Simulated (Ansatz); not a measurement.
The system is LaSb.

```
La Sb
1.0
     0.00000    3.24500    3.24500
     3.24500    0.00000    3.24500
     3.24500    3.24500    0.00000
La Sb
1 1
Direct
  0.00000 0.00000 0.00000
  0.50000 0.50000 0.50000
```

```yaml
Program: Ansatz 0.2.0
Task: relaxation of cell and atoms
Functional: RPBE
Potentials_or_basis: Ansatz PAW
Cutoff: "420 eV (not typed: the program's choice for these potentials)"
k_mesh: 7 × 7 × 7
Occupations: fermi-dirac, width 0.05 eV
Spin: no spin polarisation
```

At the start: volume 34.17 Å³/atom.

Where does the relaxation end?

It ends after 5 steps and the volume is 36.13 Å³/atom (+5.7 %); space group Fm-3m (No. 225, to 0.05 Å).

Step by step:
| step | energy change (eV) | largest force (eV/Å) | volume (Å³) |
| --- | --- | --- | --- |
| 1 | 0.0000 | 0.0000 | 68.34 |
| 2 | -0.0229 | 0.0000 | 74.66 |
| 3 | -0.0344 | 0.0000 | 72.45 |
| 4 | -0.0344 | 0.0000 | 72.26 |
| 5 | -0.0348 | 0.0000 | 72.26 |

Final structure:
```
La Sb
1.0
     0.00000    3.30594    3.30594
     3.30594    0.00000    3.30594
     3.30594    3.30594    0.00000
La Sb
1 1
Direct
  0.00000 0.00000 0.00000
  0.50000 0.50000 0.50000
```

Caveat: the plane-wave basis is chosen anew once the cell has moved, so the energies of steps on either side of that aren't comparable; the PAW data sets come from PBE, with cores solved anew for the run's functional, which leaves a small shift of forces and pressure.
